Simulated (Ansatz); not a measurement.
Predict the output of the script below (Ansatz 0.2.0 through its Python package).

`fatbands_cah3pd.py`:
```python
"""Fat bands of CaH3Pd at high-symmetry points."""

from dataclasses import dataclass
from pathlib import Path

import ansatz
from ase import Atoms
import pandas as pd


@dataclass
class RunConfig:
    filling: str = "fermi_dirac"
    sigma: float = 0.05


opts = RunConfig()

atoms = Atoms(
    ["Ca", "H", "H", "H", "Pd"],
    scaled_positions=[
        (0.5, 0.5, 0.5),
        (0.5, 0.0, 0.0),
        (0.0, 0.5, 0.0),
        (0.0, 0.0, 0.5),
        (0.0, 0.0, 0.0),
    ],
    cell=[
        (3.706716, 0.0, 0.0),
        (0.0, 3.706716, 0.0),
        (0.0, 0.0, 3.706716),
    ],
    pbc=True,
)
structure = ansatz.Crystal.from_ase(atoms)

points = {"G": (0.0, 0.0, 0.0), "X": (0.0, 0.5, 0.0), "M": (0.5, 0.5, 0.0), "R": (0.5, 0.5, 0.5)}
base = (
    structure.calculation()
    .functional(ansatz.Functional.R2SCAN)
    .kpoints(6, center="gamma")
    .occupations(opts.filling, width=opts.sigma)
    .band_structure(list(points.values()), intervals=1)
    .fat_bands()
)
session = base.session()
planned = session.plan(threads=1)
outcome = planned.execute()
r = outcome.report
file = Path(outcome.write_results("results")) / "fatbands.tsv"
names = file.read_text().splitlines()[0].lstrip("# ").split("\t")
table = pd.read_csv(file, sep="\t", comment="#", names=names)
near = table[table.e_minus_ef.abs() < 4]
for ik, label in enumerate(points):
    print(label)
    for _, row in near[near.ik == ik].iterrows():
        main = row[names[4:]].astype(float).nlargest(2)
        print(f"   band {int(row.band):3d} {row.e_minus_ef:7.3f} eV  " + ", ".join(f"{k} {v:.2f}" for k, v in main.items()))
```

Output of `python fatbands_cah3pd.py`:
```text
DeckWarning: basis.ecutwfc = 500 eV, auto-derived from the records' recommended cutoffs: set by Ca (their level for a meta-GGA)
G
   band  11  -3.963 eV  pd4_l2_4D 0.99, ca0_l0_3S 0.00
   band  12  -3.963 eV  pd4_l2_4D 0.99, ca0_l0_3S 0.00
   band  13  -3.963 eV  pd4_l2_4D 0.99, ca0_l0_3S 0.00
   band  14   1.248 eV  pd4_l2_4D 0.18, h3_l0_1S 0.14
   band  15   1.248 eV  pd4_l2_4D 0.18, h1_l0_1S 0.16
X
   band  13  -3.874 eV  pd4_l2_4D 1.00, ca0_l0_3S 0.00
   band  14  -3.348 eV  pd4_l2_4D 0.78, h1_l0_1S 0.09
   band  15   1.050 eV  ca0_l0_3S 0.00, ca0_l0_4S 0.00
   band  16   1.778 eV  ca0_l0_3S 0.00, ca0_l0_4S 0.00
   band  17   1.778 eV  ca0_l0_3S 0.00, ca0_l0_4S 0.00
   band  18   3.486 eV  h1_l0_1S 0.33, h3_l0_1S 0.33
   band  19   3.974 eV  ca0_l0_3S 0.00, ca0_l0_4S 0.00
M
   band  14  -3.907 eV  pd4_l2_4D 1.00, ca0_l0_3S 0.00
   band  15  -2.593 eV  pd4_l2_4D 0.54, h3_l0_1S 0.26
   band  16   1.643 eV  ca0_l0_4S 0.49, pd4_l2_4D 0.07
   band  17   3.505 eV  pd4_l2_4D 0.02, ca0_l0_3S 0.00
   band  18   3.505 eV  pd4_l2_4D 0.02, ca0_l0_3S 0.00
R
   band  14  -3.885 eV  pd4_l2_4D 1.00, ca0_l0_3S 0.00
   band  15  -3.885 eV  pd4_l2_4D 1.00, ca0_l0_3S 0.00
   band  16   1.033 eV  ca0_l0_3S 0.00, ca0_l0_4S 0.00
```
(Warnings from the package without file and line.)

Notes:
- The computed bands are complete only to about 4.1 eV above the Fermi level.
- For a metal this k-point mesh is coarse: on a finer one energies can move by several to tens of meV an atom and pressures by half a GPa or more, differences at one mesh by less.
- This cell is a computed structure, which may not be the phase found in nature.
- Levels are Kohn-Sham eigenvalues on this mesh, without spin-orbit coupling.
- Energies are less the Fermi level and bands count from 0. Only the largest channels are printed, equivalent atoms hold more, and in degenerate sets the split between sites is arbitrary; shells that the potentials lack have no channel.
- Wall time of the script: 4.1 s on 1 thread of Arm Neoverse V2 (shared host), peak memory 0.48 GiB.

(Lines on the test bed's own set-up are left out of the output.)
